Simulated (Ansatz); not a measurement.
# GaCl3+ (doublet): energies up the ladder

The task, for GaCl3+ (doublet): energies up the ladder. Charge +1. Spin multiplicity 2.

Computed with Ansatz 0.2.0 (the levels named in each step, unless a step's input says otherwise).

### 1 Starting point

Bond lengths: Cl1–Ga2 2.089 Å, Ga2–Cl3 2.089 Å, Ga2–Cl4 2.089 Å. Angles: Cl1–Ga2–Cl3 120.0°, Cl1–Ga2–Cl4 120.0°, Cl3–Ga2–Cl4 120.0°.

As a file:

```xyz
4

Cl   -1.8175   -1.0298    0.0022
Ga    0.0001   -0.0001   -0.0002
Cl    1.8004   -1.0593    0.0018
Cl    0.0169    2.0888   -0.0040
```

### 2 A rough first relaxation, PBE-D4/def2-SVP

File input.yaml:

```yaml
crystal:
  periodic: [false, false, false]
  atoms:
    - { symbol: Cl, position_ang: [-1.81746, -1.02976, 0.00225] }
    - { symbol: Ga, position_ang: [9.0e-05, -0.00012, -0.00018] }
    - { symbol: Cl, position_ang: [1.80041, -1.05928, 0.00178] }
    - { symbol: Cl, position_ang: [0.01693, 2.08884, -0.00399] }
magnetization:
  spin_polarized: true
  initial_magnetization: 1
total_charge: 1
basis:
  gaussian: { orbitals: def2-SVP }
hamiltonian:
  xc: pbe
  dispersion: d4
relax:
  f_tol: 0.03
  max_steps: 200
```

The run is started by

```bash
$ ansatz run input.yaml --threads 4 --pin off --max-ram 10240MiB --backend cpu --events-out ev --progress --plain --runs-dir out
```

The runs that follow: Relaxation, PBE0-D4/def2-TZVPP; Frequencies, PBE0-D4/def2-TZVPP; Single point, PBE-D4/def2-TZVPP; Single point, r2SCAN-D4/def2-TZVPP; Single point, B3LYP-D4/def2-TZVPP; Single point, wB97M-V/def2-TZVPP; Single point, B2PLYP/def2-TZVPP; Single point, LDA/def2-TZVPP; Single point, PBE0-D4/def2-SVP; Single point, PBE-D4/def2-SVP; Single point, CCSD(T)/def2-TZVPP; Single point, MP2/def2-QZVPP.

**Question.** What will these runs give? Wanted: Cl1–Ga2 at PBE0-D4/def2-TZVPP; Ga2–Cl3 at PBE0-D4/def2-TZVPP; Ga2–Cl4 at PBE0-D4/def2-TZVPP; frequencies at PBE0-D4/def2-TZVPP; energy at CCSD(T)/CBS.

The runs gave:

| quantity | value |
| --- | --- |
| Cl1–Ga2 at PBE0-D4/def2-TZVPP | 2.172 Å |
| Ga2–Cl3 at PBE0-D4/def2-TZVPP | 2.042 Å |
| Ga2–Cl4 at PBE0-D4/def2-TZVPP | 2.172 Å |
| frequencies at PBE0-D4/def2-TZVPP | 90 to 548 cm⁻¹ |
| energy at CCSD(T)/CBS | -89879.589 eV |

What this shows: No mode is imaginary, so the geometry is a minimum. These totals serve in differences with atoms or fragments at the same level; alone they don't rank the methods.
